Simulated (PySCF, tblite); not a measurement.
# C7H13FSSi: geometry, infrared bands and NMR shifts

What infrared bands and NMR shifts should C7H13FSSi (`CCC[C@@H]1C[Si@@H](F)CC1=S`) show?

The runs use tblite 0.8.0 and PySCF 2.14.0, with density-fitted response routines of our own; the level of theory stands in each step. All values are computed, except where a source is named. Atoms are numbered from 0 throughout.

### Step 1. Starting geometry

23 atoms, charge 0, multiplicity 1; geometry from: force field or distance geometry start.

Bonds of the start (Å): C0–C1 1.53, C1–C2 1.52, C2–C3 1.55, C3–C4 1.53, C4–Si5 1.90, Si5–F6 1.60, Si5–C7 1.88, C7–C8 1.53, C8–S9 1.68, C8–C3 1.54, C0–H10 1.10, C0–H11 1.10, C0–H12 1.08, C1–H13 1.09, C1–H14 1.09, C2–H15 1.10, C2–H16 1.11, C3–H17 1.11, C4–H18 1.09, C4–H19 1.10, Si5–H20 1.49, C7–H21 1.10, C7–H22 1.10.

### Step 2. Optimising the geometry with GFN2-xTB

What the job is given:

```
{"job": {"kind": "relax", "xc": "GFN2-xTB", "basis": "xTB"}, "charge": 0, "multiplicity": 1}
C      3.148900     0.337900     0.940000
C      2.093100    -0.216100    -0.024200
C      0.711100    -0.211700     0.617000
C     -0.371200    -0.825000    -0.312200
C     -0.731200     0.047200    -1.517600
Si    -2.153200     1.186000    -0.985000
F     -3.284800     1.196000    -2.109600
C     -2.664100     0.127400     0.480300
C     -1.673400    -1.039800     0.480400
S     -1.992400    -2.437500     1.352700
H      2.906500     1.375200     1.206200
H      3.183900    -0.252700     1.863200
H      4.125300     0.323700     0.484900
H      2.115900     0.370300    -0.938000
H      2.371800    -1.237900    -0.281100
H      0.738900    -0.764600     1.570400
H      0.429500     0.822700     0.886800
H     -0.002500    -1.806400    -0.666100
H     -1.108100    -0.587200    -2.325800
H      0.122200     0.619500    -1.908900
H     -1.698100     2.551800    -0.589100
H     -3.696600    -0.237000     0.357700
H     -2.576200     0.685100     1.428100
```

Started as:

```console
OMP_NUM_THREADS=1 python probes_run.py task.json out
```

One launch serves the whole session: the jobs run in the order shown.

**Question.** This job is followed by: GFN2-xTB harmonic vibrations, gas phase; GIAO PBE0/pcSseg-1 NMR shielding, non-relativistic, gas phase. What will the session give for the following? strongest single infrared mode (GFN2-xTB); zero-point energy (GFN2-xTB); ¹³C shifts against TMS (PBE0/pcSseg-1); ¹H shifts against TMS (PBE0/pcSseg-1, means over atoms taken as alike); ²⁹Si shifts against TMS (PBE0/pcSseg-1); ¹⁹F shifts against CFCl3 (PBE0/pcSseg-1); ³³S shifts against CS2 (PBE0/pcSseg-1).

As calculated:

| quantity | value |
| --- | --- |
| strongest single infrared mode (GFN2-xTB) | 2362 cm⁻¹, 292 km/mol |
| zero-point energy (GFN2-xTB) | 115.5 kcal/mol |
| ¹³C shifts against TMS (PBE0/pcSseg-1) | 286.5, 68.6, 46.1, 41.3, 26.4, 23.4, 17.0 ppm |
| ¹H shifts against TMS (PBE0/pcSseg-1, means over atoms taken as alike) | 5.78, 3.31, 3.06, 2.63, 1.50, 1.50, 1.46, 1.41, 1.28, 1.05, 0.80 ppm |
| ²⁹Si shifts against TMS (PBE0/pcSseg-1) | 32.8 ppm |
| ¹⁹F shifts against CFCl3 (PBE0/pcSseg-1) | -201.8 ppm |
| ³³S shifts against CS2 (PBE0/pcSseg-1) | 958 ppm |

**Reading.** Over 101 steps the energy fell by 0.264 eV; of the close pairs, C8–S9 changed most, 1.678 to 1.621 Å. All 63 modes are real, so the xTB geometry is a minimum. The strongest single mode, at 2362 cm⁻¹, moves mainly H20. Unscaled tight-binding wavenumbers are off by several per cent, some by more. Its intensities can rank the bands wrongly. C8 (thiocarbonyl carbon) lies farthest downfield among carbon, at 286.5 ppm; the small n→π* gap of C=S deshields it strongly. At PBE0/pcSseg-1: The largest span, 2200 ppm, is at S9, where the paramagnetic term is -1512 ppm.
